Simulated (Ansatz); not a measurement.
The system is Hf2Pd2Se2Br2O3.

```
Hf Pd Se Br O
1.0
     5.60663   -0.09346   -0.01409
     1.61393    5.33512    0.00251
     1.36916    1.91529    8.31543
Hf Pd Se Br O
2 2 2 2 3
Direct
  0.23317 0.65161 0.02284
  0.76683 0.34839 0.97716
  0.00000 0.50000 0.50000
  0.00000 0.00000 0.50000
  0.02419 0.33917 0.25331
  0.97581 0.66083 0.74669
  0.50000 0.50000 0.50000
  0.50000 0.00000 0.50000
  0.44792 0.35724 0.92101
  0.55208 0.64276 0.07899
  0.00000 0.00000 0.00000
```

The cell was built by a generator and needn't be a form met in nature.

Base run:

| Item | Value |
| --- | --- |
| Program | Ansatz 0.2.0 |
| Functional | PBE |
| Potentials or basis | Ansatz PAW |
| Cutoff | 420 eV (not typed: the program's choice for these potentials) |
| k mesh | 5 × 5 × 4 |
| Occupations | fermi-dirac, width 0.05 eV |
| Spin | no spin polarisation |
| Hubbard terms | Hf d U = 8 eV, Pd d U = 8 eV |

Its results: band gap on the k mesh none (metal or under the smearing width); pressure 3.9 GPa; largest force 0.925 eV/Å.

**Question.** The run is repeated on the same cell with these changes: hubbard terms from Hf d U = 8 eV, Pd d U = 8 eV to none; hubbard projectors from ortho-atomic (the default) to none. What comes out?

**Answer.** Band gap on the k mesh none (metal or under the smearing width); pressure -0.1 GPa; largest force 0.036 eV/Å.

Caveats: U without spin polarisation on a metal has little footing (some runs); spin-orbit coupling is left out, which moves the levels of the heavy elements (some runs).
